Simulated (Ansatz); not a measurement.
# Molecular dynamics of W8C9F2

Input:

```yaml
accuracy: low
crystal:
  lattice:
    - [5.7868, 0.0, 0.0]
    - [-2.8934, 5.011516, 0.0]
    - [0.0, 0.0, 17.24725]
  atoms:
    - { symbol: W, position: [0.0, 0.0, 0.0579803] }
    - { symbol: C, position: [0.34104262, 0.18780439, 0.12987533] }
    - { symbol: W, position: [-0.00327882, -0.00120047, 0.22255155] }
    - { symbol: C, position: [0.32263922, 0.14677927, 0.29572423] }
    - { symbol: W, position: [0.0, 0.5, 0.0579803] }
    - { symbol: C, position: [0.32781267, 0.66306817, 0.1326533] }
    - { symbol: W, position: [-0.00536969, 0.48827996, 0.22878678] }
    - { symbol: C, position: [0.31813672, 0.64837744, 0.28768884] }
    - { symbol: W, position: [0.5, 0.0, 0.0579803] }
    - { symbol: C, position: [0.79996692, 0.14965914, 0.14096294] }
    - { symbol: W, position: [0.48771795, -0.00665983, 0.22437975] }
    - { symbol: C, position: [0.79826184, 0.11560324, 0.29961592] }
    - { symbol: W, position: [0.5, 0.5, 0.0579803] }
    - { symbol: C, position: [0.82932928, 0.65220269, 0.13736149] }
    - { symbol: W, position: [0.48386122, 0.47771837, 0.22228529] }
    - { symbol: C, position: [0.80297288, 0.64916089, 0.28786075] }
    - { symbol: C, position: [0.84826095, 0.21610418, 0.37057508] }
    - { symbol: F, position: [0.69653025, 0.28352272, 0.41246721] }
    - { symbol: F, position: [1.05998929, 0.26936557, 0.41610005] }
basis:
  ecutwfc: 420.0
kpoints:
  mp_grid: { grid: [2, 2, 1] }
hamiltonian:
  xc: pbe
  pseudopotentials: { kind: paw, azcp: { folder: soft_1 } }
scf:
  occupations: { method: fermi_dirac, width: 0.1 }
  lower_state_search: "off"
  convergence: { dr2_threshold: 0.1 }
  max_iter: 88
md:
  timestep: 1
  n_steps: 200
  ensemble: nvt_langevin
  temperature: 1350.0
  initial_velocities: maxwell_boltzmann
  seed: 576577
  friction: 0.005
  constraints: [{ sites: [0, 4, 8, 12] }]
```

Launched with:

```bash
$ ansatz run input.yaml --threads 2 --pin off --max-ram 5120MiB --backend cpu --events-out ev --progress --plain --runs-dir out
```

It goes on from the last frame of an earlier run, with new velocities.

Output, in part (warnings, step lines):

```
WARN: F and its Harris–Foulkes estimate disagree by 1.09e-2 eV at the final density (on a DFT+U run the figure also counts the on-site term, by absolute value) — the energy may not be reliable. Consider tightening scf.convergence.
WARN: F and its Harris–Foulkes estimate disagree by 6.83e-2 eV at the final density (on a DFT+U run the figure also counts the on-site term, by absolute value) — the energy may not be reliable. Consider tightening scf.convergence.
WARN: F and its Harris–Foulkes estimate disagree by 7.82e-2 eV at the final density (on a DFT+U run the figure also counts the on-site term, by absolute value) — the energy may not be reliable. Consider tightening scf.convergence.
WARN: F and its Harris–Foulkes estimate disagree by 4.53e-2 eV at the final density (on a DFT+U run the figure also counts the on-site term, by absolute value) — the energy may not be reliable. Consider tightening scf.convergence.
WARN: F and its Harris–Foulkes estimate disagree by 6.63e-2 eV at the final density (on a DFT+U run the figure also counts the on-site term, by absolute value) — the energy may not be reliable. Consider tightening scf.convergence.
WARN: F and its Harris–Foulkes estimate disagree by 2.98e-2 eV at the final density (on a DFT+U run the figure also counts the on-site term, by absolute value) — the energy may not be reliable. Consider tightening scf.convergence.
md step     0: t =     0.00 fs  T =  1350.0 K  F+E_penalty+E_count = -86946.92723087 eV  E_kin = 2.617515 eV  (5 SCF iters)
md step     1: t =     1.00 fs  T =  1285.5 K  F+E_penalty+E_count = -86946.85670641 eV  E_kin = 2.492440 eV  (2 SCF iters)
md step     2: t =     2.00 fs  T =  1256.4 K  F+E_penalty+E_count = -86946.80306544 eV  E_kin = 2.436048 eV  (2 SCF iters)
md step     3: t =     3.00 fs  T =  1214.8 K  F+E_penalty+E_count = -86946.81749243 eV  E_kin = 2.355306 eV  (3 SCF iters)
md step     4: t =     4.00 fs  T =  1158.8 K  F+E_penalty+E_count = -86946.75180011 eV  E_kin = 2.246851 eV  (2 SCF iters)
md step     5: t =     5.00 fs  T =  1062.5 K  F+E_penalty+E_count = -86946.70496682 eV  E_kin = 2.060121 eV  (2 SCF iters)
md step     6: t =     6.00 fs  T =  1019.9 K  F+E_penalty+E_count = -86946.72054901 eV  E_kin = 1.977517 eV  (4 SCF iters)
md step     7: t =     7.00 fs  T =  1035.8 K  F+E_penalty+E_count = -86946.65526455 eV  E_kin = 2.008376 eV  (3 SCF iters)
[... lines left out ...]
md step   199: t =   199.00 fs  T =   693.1 K  F+E_penalty+E_count = -86944.41741120 eV  E_kin = 1.343921 eV  (3 SCF iters)
md step   200: t =   200.00 fs  T =   668.8 K  F+E_penalty+E_count = -86944.46498348 eV  E_kin = 1.296730 eV  (2 SCF iters)
```

The steps, from the saved trajectory:

| time (fs) | T (K) | potential energy less start (eV) |
| --- | --- | --- |
| 0 | 1350 | 0.000 |
| 6 | 1020 | 0.207 |
| 12 | 661 | 0.847 |
| 18 | 689 | 0.832 |
| 24 | 745 | 0.754 |
| 30 | 868 | 0.382 |
| 36 | 747 | 0.690 |
| 42 | 719 | 0.793 |
| 48 | 635 | 1.189 |
| 54 | 1015 | 0.592 |
| 60 | 1085 | 0.488 |
| 66 | 1106 | 0.250 |
| 72 | 801 | 0.595 |
| 78 | 964 | 0.501 |
| 84 | 785 | 1.103 |
| 90 | 1012 | 0.688 |
| 96 | 1087 | 0.764 |
| 102 | 1051 | 1.111 |
| 108 | 1196 | 1.134 |
| 114 | 1175 | 1.277 |
| 120 | 1121 | 1.703 |
| 126 | 1192 | 1.566 |
| 132 | 960 | 1.841 |
| 138 | 1019 | 1.642 |
| 144 | 1315 | 1.301 |
| 150 | 1310 | 1.281 |
| 156 | 1216 | 1.614 |
| 162 | 1091 | 1.991 |
| 168 | 1048 | 2.149 |
| 174 | 1113 | 1.952 |
| 180 | 1701 | 0.983 |
| 186 | 1781 | 0.919 |
| 192 | 1201 | 1.775 |
| 198 | 706 | 2.470 |

All steps were run. The mean temperature of the second half is 12 % below the set value. A run of 0.2 ps of so small a system gives no equilibrium averages. The SCF threshold is loose, so the forces are noisy. Limits of this set-up: coarse k mesh, thin slab, slab without dipole correction, no dispersion correction for a molecule that may bind weakly, low accuracy level.

Mean squared displacements from the first frame to the last: W 0.02 Å², C 0.10 Å², F 0.29 Å².

Last frame:

```xyz
19
Lattice="5.7868 0.0000 0.0000 -2.8934 5.0115 0.0000 0.0000 0.0000 17.2473" Properties=species:S:1:pos:R:3
W 0.000 0.000 1.000
C 1.349 0.970 2.087
W 0.066 0.103 3.793
C 1.382 0.715 4.889
W -1.447 2.506 1.000
C 0.078 3.397 2.402
W -1.440 2.604 3.876
C 0.040 3.419 5.159
W 2.893 0.000 1.000
C 4.141 0.894 2.198
W 2.993 0.041 4.102
C 4.412 1.081 5.214
W 1.447 2.506 1.000
C 2.944 3.389 2.373
W 1.423 2.483 3.802
C 2.673 3.524 4.939
C 4.529 1.428 6.692
F 3.544 1.774 7.388
F 5.542 0.917 7.387
```

Run time: 9.4 min on 2 threads of Arm Neoverse V2, on a shared host, peak memory 1.1 GiB.
